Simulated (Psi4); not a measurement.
# GeH3Cl (chlorogermane) at MP2/6-31G(d) (spherical functions, sweep point 8)

Aim: the vertical ionisation energy of GeH3Cl (chlorogermane) at MP2/6-31G* (spherical functions, sweep point 8), from 2 runs. 

The calculation is run with Psi4 1.11.

4 further runs of the same task are left out: 2 for a known fault of the program, 2 set aside as unsound or not needed.

## (1) The molecule

GeH3Cl has 5 atoms, charge 0, and is taken as a singlet. As SMILES, `[Cl][GeH3]`. The coordinates come from a PBE0-D4/def2-TZVP relaxation.

Bond lengths: Cl1–Ge2 2.155 Å, Ge2–H3 1.532 Å, Ge2–H4 1.532 Å, Ge2–H5 1.532 Å. Angles: Cl1–Ge2–H3 107.1°, Cl1–Ge2–H4 107.1°, Cl1–Ge2–H5 107.1°, H3–Ge2–H4 111.7°, H3–Ge2–H5 111.7°, H4–Ge2–H5 111.7°.

## (2) The energy at MP2/6-31G(d) (spherical functions, sweep point 8)

The input, run.py:

```python
import psi4

psi4.set_memory(1600000000)
psi4.set_num_threads(1)
psi4.set_output_file('clgeh3.out', False)

mol = psi4.geometry("""
Cl    -3.54474826    -0.04743213     1.21188136
Ge     0.30575769    -0.02626719    -0.11451740
H      0.30311207     1.24003828    -2.71761514
H      1.16974047    -2.78488939    -0.26569549
H      1.86043537     1.47946658     1.80790098
units au
symmetry c1
""")

options = {'basis': '6-31G*', 'puream': True, 'scf_type': 'pk', 'num_frozen_docc': 14, 'mp2_type': 'conv'}
psi4.set_options(options)

energy_value = psi4.energy('mp2')
print('E =', round(energy_value, 9))
```

Launch:

```
$ python run.py
```

clgeh3.out:

```text
[...]
  Running in c1 symmetry.
[...]
  Nuclear repulsion =  176.393822154375727
[...]
  Multiplicity = 1
[...]
  Nalpha       = 26
  Nbeta        = 26
[...]
    Number of basis functions: 56
[...]
   @RHF iter   1: -2535.28910708272042   -3.05233e+00   4.05894e-02 ADIIS/DIIS
[...]
   @RHF iter  11: -2536.33110365272205   -1.36424e-12   1.99808e-09 DIIS
[...]
    Orbital Energies [Eh]
    ---------------------
    Doubly Occupied:
       1A   -405.287461     2A   -104.799480     3A    -52.223539
       4A    -46.314161     5A    -46.313220     6A    -46.313220
       7A    -10.539712     8A     -8.007875     9A     -8.005265
      10A     -8.005265    11A     -7.250714    12A     -5.226928
      13A     -5.223793    14A     -5.223793    15A     -1.680611
      16A     -1.677509    17A     -1.677508    18A     -1.672697
      19A     -1.672696    20A     -1.078036    21A     -0.742571
      22A     -0.519438    23A     -0.519427    24A     -0.505382
      25A     -0.440108    26A     -0.440103
[...]
  @RHF Final Energy: -2536.33110365272205
   => Energetics <=
    Nuclear Repulsion Energy =            176.3938221543757265
    One-Electron Energy =               -3882.7288288585641567
    Two-Electron Energy =                1170.0039030514665228
    Total Energy =                      -2536.3311036527220494
[...]
 Multipole Moments:
 ------------------------------------------------------------------------------------
     Multipole            Electronic (a.u.)      Nuclear  (a.u.)        Total (a.u.)
 ------------------------------------------------------------------------------------
 L = 1.  Multiply by 2.5417464519 to convert [e a0] to [Debye]
 Dipole X            :          2.5503716           -1.6106043            0.9397674
 Dipole Y            :          0.0139040           -0.0087801            0.0051239
 Dipole Z            :         -0.8788434            0.5550220           -0.3238214
 Magnitude           :                                                    0.9940067
[...]
	SCS-MP2 Total Energy (a.u.)        : -2536.68331288708760
	SOS-MP2 Total Energy (a.u.)        : -2536.64741436893837
	SCSN-MP2 Total Energy (a.u.)       : -2536.52064782855177
[...]
	SOS-PI-MP2 Total Energy (a.u.)     : -2536.70013282164109
[...]
	MP2 Total Energy (a.u.)            : -2536.70239147068469
[...]
```

Standard output:

```text
E = -2536.702391471
```

It took 2.2 s on 1 thread of Intel Xeon 6975P-C (Granite Rapids), shared host; peak memory 0.22 GiB.

## (3) The doublet cation

The input, calc.py:

```python
import psi4

psi4.set_memory('1600 MB')
psi4.set_num_threads(1)
psi4.set_output_file('output.dat', False)

geom = psi4.geometry("""
1 2
Cl    -3.54474826    -0.04743213     1.21188136
Ge     0.30575769    -0.02626719    -0.11451740
H      0.30311207     1.24003828    -2.71761514
H      1.16974047    -2.78488939    -0.26569549
H      1.86043537     1.47946658     1.80790098
units au
symmetry c1
""")

options = {'basis': '6-31G*', 'reference': 'uhf', 'puream': True, 'scf_type': 'pk', 'num_frozen_docc': 14, 'mp2_type': 'conv', 'maxiter': 150}
psi4.set_options(options)

E, wfn = psi4.energy("mp2", molecule=geom, return_wfn=True)
print('E =', round(E, 9))
```

Launch:

```
$ python calc.py
```

output.dat:

```text
[...]
  Running in c1 symmetry.
[...]
  Nuclear repulsion =  176.393822154375727
[...]
  Multiplicity = 2
[...]
  Nalpha       = 26
  Nbeta        = 25
[...]
    Number of basis functions: 56
[...]
   @UHF iter   1: -2534.88283766175118   -2.64606e+00   4.07683e-02 DIIS/ADIIS
[...]
   @UHF iter  18: -2535.94438636337873    4.54747e-13   5.72635e-09 DIIS
[...]
   @S^2 Observed:                7.587882366E-01
[...]
    Orbital Energies [Eh]
    ---------------------
    Alpha Occupied:
       1A   -405.507791     2A   -105.186121     3A    -52.445187
       4A    -46.536211     5A    -46.534349     6A    -46.534161
       7A    -10.924383     8A     -8.410416     9A     -8.386821
      10A     -8.384267    11A     -7.472133    12A     -5.450418
      13A     -5.443798    14A     -5.443208    15A     -1.905401
      16A     -1.899287    17A     -1.898570    18A     -1.891569
      19A     -1.891547    20A     -1.466583    21A     -0.985003
      22A     -0.885394    23A     -0.816057    24A     -0.812118
      25A     -0.705957    26A     -0.691711
    Alpha Virtual:
[...]
  @UHF Final Energy: -2535.94438636337873
   => Energetics <=
    Nuclear Repulsion Energy =            176.3938221543757265
    One-Electron Energy =               -3868.8116762362542431
    Two-Electron Energy =                1156.4734677184997054
    Total Energy =                      -2535.9443863633787259
  UHF NO Occupations:
  HONO-2 :   24  A 1.9987866
  HONO-1 :   25  A 1.9972151
[...]
 Multipole Moments:
 ------------------------------------------------------------------------------------
     Multipole            Electronic (a.u.)      Nuclear  (a.u.)        Total (a.u.)
 ------------------------------------------------------------------------------------
 L = 1.  Multiply by 2.5417464519 to convert [e a0] to [Debye]
 Dipole X            :          1.1090565           -1.6106043           -0.5015477
 Dipole Y            :          0.0249198           -0.0087801            0.0161397
 Dipole Z            :         -0.3373677            0.5550220            0.2176543
 Magnitude           :                                                    0.5469772
[...]
	SCS-MP2 Total Energy (a.u.)        : -2536.27566113531429
	SOS-MP2 Total Energy (a.u.)        : -2536.24245379423292
	SCSN-MP2 Total Energy (a.u.)       : -2536.11972112428975
[...]
	SOS-PI-MP2 Total Energy (a.u.)     : -2536.29213169937520
[...]
	MP2 Total Energy (a.u.)            : -2536.29239791233567
[...]
```

On the terminal:

```text
E = -2536.292397912
```

It took 2.2 s on 1 thread of Intel Xeon 6975P-C (Granite Rapids), shared host; peak memory 0.23 GiB.

## (4) Results

At MP2/6-31G* (spherical functions, sweep point 8), 14 core orbitals frozen:

| quantity | value |
| --- | --- |
| singlet GeH3Cl: total energy | -2536.70239 Eh |
| singlet GeH3Cl: HOMO energy (Hartree–Fock orbitals) | -11.98 eV |
| singlet GeH3Cl: LUMO energy (Hartree–Fock orbitals) | 2.65 eV |
| singlet GeH3Cl: HOMO–LUMO gap (Hartree–Fock orbitals) | 14.62 eV |
| singlet GeH3Cl: correlation energy (14 core orbitals frozen) | -371.3 mEh |
| doublet cation: total energy | -2536.29240 Eh |
| doublet cation: HOMO energy (Hartree–Fock orbitals) (highest over α and β) | -18.64 eV |
| doublet cation: LUMO energy (Hartree–Fock orbitals) (lowest over α and β) | -9.07 eV |
| doublet cation: correlation energy (14 core orbitals frozen) | -348.0 mEh |
| doublet cation: ⟨S²⟩ of the reference determinant | 0.759 |
| vertical ionisation energy (to the doublet cation) | 11.156 eV |

Removing an electron at fixed nuclei costs 11.16 eV (257 kcal/mol).
